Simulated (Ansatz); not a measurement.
**AsH3SSi: single points off equilibrium**

An exercise on one series of results from a longer session: the logs are not shown, and one member is left open.

Method: single points in def2-TZVPP; program: Ansatz 0.2.0, Gaussian basis.

Correlated methods freeze the cores. Filled d shells of the heavier atoms are correlated.

## Starting geometry

SMILES `[SiH2]1S[AsH]1`, 6 atoms, charge 0, spin multiplicity 1.

Atoms are counted from 1 here; the program's logs count them from 0.

Bond lengths: Si1–S2 2.102 Å, Si1–As3 2.311 Å, Si1–H4 1.422 Å, Si1–H5 1.449 Å, S2–As3 2.286 Å, As3–H6 1.668 Å. Angles: S2–Si1–As3 62.2°, S2–Si1–H4 112.8°, S2–Si1–H5 111.7°, As3–Si1–H4 120.5°, As3–Si1–H5 121.8°, H4–Si1–H5 114.6°, Si1–S2–As3 63.4°, Si1–As3–S2 54.4°, Si1–As3–H6 92.5°, S2–As3–H6 97.2°.

Geometry (Å):

```mol
AsH3SSi
  3D, bonds by distance, orders not assigned

  6  6  0  0  0  0  0  0  0  0999 V2000
   -0.5650    0.0645   -0.5502 Si  0  0
    1.0448   -1.2718   -0.3485 S   0  0
    0.1584   -0.4381    1.5863 As  0  0
   -1.7303   -0.5537   -1.0822 H   0  0
   -0.1675    1.2845   -1.2234 H   0  0
    1.0991    0.9364    1.6713 H   0  0
  1  2  8  0
  1  3  8  0
  1  4  8  0
  1  5  8  0
  2  3  8  0
  3  6  8  0
M  END
```

The first run:

Input file run/in.yaml:

```yaml
crystal:
  periodic: [false, false, false]
  atoms:
    - {symbol: Si, position_ang: [-0.565000, 0.064500, -0.550200]}
    - {symbol: S, position_ang: [1.044800, -1.271800, -0.348500]}
    - {symbol: As, position_ang: [0.158400, -0.438100, 1.586300]}
    - {symbol: H, position_ang: [-1.730300, -0.553700, -1.082200]}
    - {symbol: H, position_ang: [-0.167500, 1.284500, -1.223400]}
    - {symbol: H, position_ang: [1.099100, 0.936400, 1.671300]}
basis:
  gaussian: {orbitals: def2-TZVPP}
correlation: {method: ccsd_t}
output: {forces: true}
```

No record of the launch command was kept for these runs.

Steps of the session up to this table: CCSD(T)/def2-TZVPP; PBE0-D4/def2-TZVPP; wB97M-V/def2-TZVPP; r2SCAN-D4/def2-TZVPP; PBE-D4/def2-TZVPP; r2SCAN0-D4/def2-TZVPP; B97M-V/def2-TZVPP.

One of the session's tables, all rows but one given; the rest of the session is left out.

```
    method  RMS force component (eV/Å)  angle to CCSD(T) forces (°)  dipole (D)
   CCSD(T)                       0.694                    reference        1.70
   PBE0-D4                       0.691                         10.4        1.72
   wB97M-V                       0.695                          9.4        1.80
 r2SCAN-D4                           ?                            ?           ?
    PBE-D4                       0.657                         13.1        1.55
r2SCAN0-D4                       0.715                         14.3        1.78
    B97M-V                       0.656                         14.4        1.58
```

Q: Estimate the row for r2SCAN-D4 from the others.

**Answer.** RMS force component (eV/Å): 0.673; angle to CCSD(T) forces (°): 7.6; dipole (D): 1.67. In the column «RMS force component (eV/Å)» it lies between PBE-D4 (0.657) and PBE0-D4 (0.691).
